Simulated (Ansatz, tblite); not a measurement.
**SnH(NCO)3 (C3HN3O3Sn): which spin state is lowest**

Aim: set other spin states of SnH(NCO)3 (C3HN3O3Sn) against its singlet, on many levels of theory.

The runs use Ansatz 0.2.0, Gaussian basis; as each input shows.

The runs, in order: triplet, at the geometry of the singlet (GFN1-xTB, GFN2-xTB, PBE0-D4/def2-TZVP, PBE-D4/def2-TZVP, r2SCAN-D4/def2-TZVP); the singlet's energies come from earlier runs.

2 further runs of the same task are left out: 2 set aside as unsound or not needed.

## 1. The structure

The geometry is that of the singlet, from an earlier relaxation (r2SCAN-D4/def2-SVP).

11 atoms, charge 0, spin multiplicity 1.

Bond lengths: Sn1–H2 1.680 Å, Sn1–N3 2.016 Å, Sn1–N6 2.016 Å, Sn1–N9 2.015 Å, N3–C4 1.214 Å, C4–O5 1.171 Å, N6–C7 1.214 Å, C7–O8 1.171 Å, N9–C10 1.214 Å, C10–O11 1.171 Å. Angles: H2–Sn1–N3 110.8°, H2–Sn1–N6 110.9°, H2–Sn1–N9 110.9°, N3–Sn1–N6 108.1°, N3–Sn1–N9 108.0°, N6–Sn1–N9 108.1°, Sn1–N3–C4 143.3°, N3–C4–O5 176.1°, Sn1–N6–C7 143.6°, N6–C7–O8 176.1°, Sn1–N9–C10 143.7°, N9–C10–O11 176.1°.

Sn takes a core potential in the def2 sets. No spin-orbit coupling is included.

## 2. Triplet at the fixed geometry, GFN1-xTB

Tight binding, by tblite at 300 K electronic temperature and without a spin-polarisation term:

```python
tblite.interface.Calculator('GFN1-xTB', numbers, positions, charge=0, uhf=2).singlepoint()
```

Energy -894.9450 eV; 0.01 s.

## 3. Triplet at the fixed geometry, GFN2-xTB

Tight binding, by tblite at 300 K electronic temperature and without a spin-polarisation term:

```python
tblite.interface.Calculator('GFN2-xTB', numbers, positions, charge=0, uhf=2).singlepoint()
```

Energy -813.5599 eV; 0.018 s.

## 4. Triplet at the fixed geometry, PBE0-D4/def2-TZVP

in.yaml

```yaml
crystal:
  periodic: [false, false, false]
  atoms:
    - {symbol: Sn, position_ang: [0.051369, 0.015484, 1.246736]}
    - {symbol: H, position_ang: [0.105424, 0.047879, 2.925712]}
    - {symbol: N, position_ang: [1.911439, -0.024236, 0.470903]}
    - {symbol: C, position_ang: [2.530376, -0.015457, -0.573279]}
    - {symbol: O, position_ang: [3.194865, -0.010187, -1.537530]}
    - {symbol: N, position_ang: [-0.891608, 1.644518, 0.526083]}
    - {symbol: C, position_ang: [-1.266361, 2.184855, -0.494063]}
    - {symbol: O, position_ang: [-1.656662, 2.765061, -1.433511]}
    - {symbol: N, position_ang: [-0.931264, -1.617702, 0.592057]}
    - {symbol: C, position_ang: [-1.320842, -2.190601, -0.404420]}
    - {symbol: O, position_ang: [-1.726737, -2.799605, -1.318698]}
basis:
  gaussian: {orbitals: def2-TZVP}
magnetization: {spin_polarized: true, initial_magnetization: 2}
hamiltonian: {xc: pbe0, dispersion: d4}
scf: {omitted_lower_state_checks: [starts]}
output: {orbitals: {seedname: orbitals}}
```

Command:

```console
ansatz run in.yaml --threads 2 --pin off --events-out ev --progress --plain --max-ram 22528MiB --backend cuda --devices 0, --max-vram 18GiB
```

What it wrote:

```text
Functional definition: PBE0
  name "PBE0"
  cite "Adamo & Barone, J. Chem. Phys. 110, 6158 (1999) doi:10.1063/1.478522"
  cite "Perdew, Burke & Ernzerhof, Phys. Rev. Lett. 77, 3865 (1996) doi:10.1103/PhysRevLett.77.3865"
  parent pbe
  parameter a = 0.25
  parameter kappa = 0.804
  parameter beta = 0.06672455060314922
  exchange = (1 - a)*pbe_x(kappa = kappa, mu = beta*pi^2/3) + a*exact_x
  correlation = pbe_c(beta = beta)
these checks for a lower state are left out or cut short: starts
1963 factors; their error is unknown
mean field evaluation 1: about -19536.4738 eV, gradient 6.9e1 eV
mean field evaluation 2: about -19504.2364 eV, gradient 1.1e2 eV
mean field evaluation 4: about -19551.9388 eV, gradient 2.8e1 eV
mean field evaluation 8: about -19556.1094 eV, gradient 2.1e0 eV
mean field evaluation 16: about -19556.2747 eV, gradient 7.6e-2 eV
mean field evaluation 32: about -19556.2754 eV, gradient 3.4e-5 eV
mean field -19556.27540149 eV, -718.6798652853 hartree, gradient 7.4e-6 eV, S^2 2.012961; 0 other end points of the search recorded, 0 dependent functions left out
reference -19556.27544610 eV, -718.6798669245 hartree; 44, 42 occupied and 291, 293 virtual orbitals, 1963 factors
Total energy: -19556.56750789 eV, -718.6905999976 hartree
Checks for a lower state left out: starts
```

Run time: 12 s. Hardware: 1 × H100 (card shared with other runs) with 2 threads of AMD EPYC 7R13, shared host; peak host memory 1 GiB.

Report: HOMO -3.46 eV, LUMO -7.40 eV (over both spins; with the spin held, an empty level of the minority spin lies below the top filled one); ⟨S²⟩ 2.013 (pure: 2.00).

## 5. Triplet at the fixed geometry, PBE-D4/def2-TZVP

start.molden holds the orbitals of an earlier run on this state, given as this run's starting guess.

Changes to in.yaml since step 4:

```diff
@@ -15,5 +15,5 @@
 basis:
-  gaussian: {orbitals: def2-TZVP}
+  gaussian: {orbitals: def2-TZVP, initial_orbitals: start.molden}
 magnetization: {spin_polarized: true, initial_magnetization: 2}
-hamiltonian: {xc: pbe0, dispersion: d4}
+hamiltonian: {xc: pbe, dispersion: d4}
 scf: {omitted_lower_state_checks: [starts]}
```

The command is unchanged.

What it wrote:

```text
Functional definition: PBE
  name "PBE"
  cite "Perdew, Burke & Ernzerhof, Phys. Rev. Lett. 77, 3865 (1996) doi:10.1103/PhysRevLett.77.3865"
  parent pbe
  parameter kappa = 0.804
  parameter beta = 0.06672455060314922
  exchange = pbe_x(kappa = kappa, mu = beta*pi^2/3)
  correlation = pbe_c(beta = beta)
these checks for a lower state are left out or cut short: starts
1890 factors; their error is unknown
mean field evaluation 1: about -19557.2938 eV, gradient 9.9e0 eV
mean field evaluation 2: about -19557.5592 eV, gradient 3.3e-1 eV
mean field evaluation 4: about -19557.5472 eV, gradient 2.2e-1 eV
mean field evaluation 8: about -19557.5473 eV, gradient 8.0e-5 eV
mean field evaluation 16: about -19557.5473 eV, gradient 1.9e-5 eV
mean field -19557.54728774 eV, -718.7266062428 hartree, gradient 9.4e-7 eV, S^2 2.003901; 0 other end points of the search recorded, 0 dependent functions left out
reference -19557.54734694 eV, -718.7266084182 hartree; 44, 42 occupied and 291, 293 virtual orbitals, 1890 factors
Total energy: -19557.88345392 eV, -718.7389601222 hartree
Checks for a lower state left out: starts
```

Run time: 6.5 s. Hardware: 1 × H100 (card shared with other runs) with 2 threads of AMD EPYC 7R13, shared host; peak host memory 1 GiB.

HOMO -2.82 eV, LUMO -7.53 eV (over both spins; with the spin held, an empty level of the minority spin lies below the top filled one); ⟨S²⟩ 2.004 (pure: 2.00).

## 6. Triplet at the fixed geometry, r2SCAN-D4/def2-TZVP

Changes to in.yaml since step 5:

```diff
@@ -17,3 +17,3 @@
 magnetization: {spin_polarized: true, initial_magnetization: 2}
-hamiltonian: {xc: pbe, dispersion: d4}
+hamiltonian: {xc: r2scan, dispersion: d4}
 scf: {omitted_lower_state_checks: [starts]}
```

The command is unchanged.

What it wrote, cut to the lines that bear on the results:

```text
Functional definition: r2SCAN
  name "r2SCAN"
  cite "Furness, Kaplan, Ning, Perdew & Sun, J. Phys. Chem. Lett. 11, 8208 (2020) doi:10.1021/acs.jpclett.0c02405"
  cite "Furness, Kaplan, Ning, Perdew & Sun, J. Phys. Chem. Lett. 11, 9248 (2020) doi:10.1021/acs.jpclett.0c03077"
  parent r2scan
[...]
1890 factors; their error is unknown
[...]
mean field -19567.33849935 eV, -719.0864266328 hartree, gradient 3.0e-6 eV, S^2 2.010896; 0 other end points of the search recorded, 0 dependent functions left out
reference -19567.33851927 eV, -719.0864273646 hartree; 44, 42 occupied and 291, 293 virtual orbitals, 1890 factors
Total energy: -19567.43116157 eV, -719.0898319063 hartree
Checks for a lower state left out: starts
```

Wall time 7.5 s (1 × H100 (card shared with other runs) with 2 threads of AMD EPYC 7R13, shared host); peak host memory 1.1 GiB.

From the report: HOMO -2.88 eV, LUMO -7.64 eV (over both spins; with the spin held, an empty level of the minority spin lies below the top filled one); ⟨S²⟩ 2.011 (pure: 2.00).

## 7. Triplet less singlet, vertical

The singlet's energies are those of its earlier runs, whose logs aren't repeated here.

```tsv
level	triplet less singlet, vertical (kJ/mol)	time
GFN1-xTB	+402.4	0.018 s
GFN2-xTB	+366.0	0.027 s
PBE-D4/def2-TZVP	+446.1	9.2 s
r2SCAN-D4/def2-TZVP	+475.5	11 s
PBE0-D4/def2-TZVP	+523.5	15 s
```

Times add the two runs; a level without a time comes out of a correlated run. Tight binding without a spin term can't rank spin states.

## 8. Results

```
                                                quantity                                       value
triplet less singlet, vertical, functionals in def2-TZVP  +446.1 (PBE-D4) to +523.5 kJ/mol (PBE0-D4)
```

All functionals put the triplet above the singlet, over a spread of 77.4 kJ/mol. The checks for a lower triplet were left out, so another state of that spin may lie lower. These are electronic energies, without zero-point motion, entropy or surroundings.
